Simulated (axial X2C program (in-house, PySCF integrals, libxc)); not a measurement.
**PdCl: EOM-EA-CCSD levels**

Wanted for PdCl: EOM-EA-CCSD levels, at the two-component level.

Method: two-component X2C with atomic mean-field terms, Pd dyall-acv3z, Cl dyall-av3z; program: an in-house X2C program for linear molecules on PySCF integrals.

All values are calculated.

### Step 1. Set-up

The input, task.json:

```json
{"zs": [46, 17], "q": 0, "bas": ["dyall-acv3z", "dyall-av3z"], "r0": 2.19, "eom": "ea", "thr": -2.0, "nmax": 92, "grid": [1, 0.96, 1.045, 0.92, 1.09, 1.15]}
```

Keys: zs atomic numbers; q charge; bas basis sets; r0 starting distance in Å; eom kind of EOM run; thr threshold in hartree for freezing inner shells (an s shell follows its p shell); nmax most natural virtual spinors; grid distances as factors.

On the command line:

```
> python soeom.py task.json out
```

Further steps of the session: EOM-EA-CCSD at 2.242 Å.

Q: Predict the outcome of this session. Wanted: next root; T1 of the reference; lowest state, Re and ωe.

The runs gave:

```
               quantity                             value
 lowest root at 2.242 Å                 Ω = 1/2, 9.589 eV
              next root  Ω = 1/2, about 22390 cm⁻¹ higher
    T1 of the reference                             0.084
lowest state, Re and ωe                 2.221 Å, 389 cm⁻¹
```

In words: The added electron is bound by 9.59 eV in a spinor of 52% Pd dσ, 20% Cl pσ, 12% Pd sσ. Errors of 0.1 to 0.3 eV are usual at this size, and roots led by higher excitations are left out, so the list is incomplete, and low states of that kind can be missing. The reference has multireference character, which lowers the reliability.
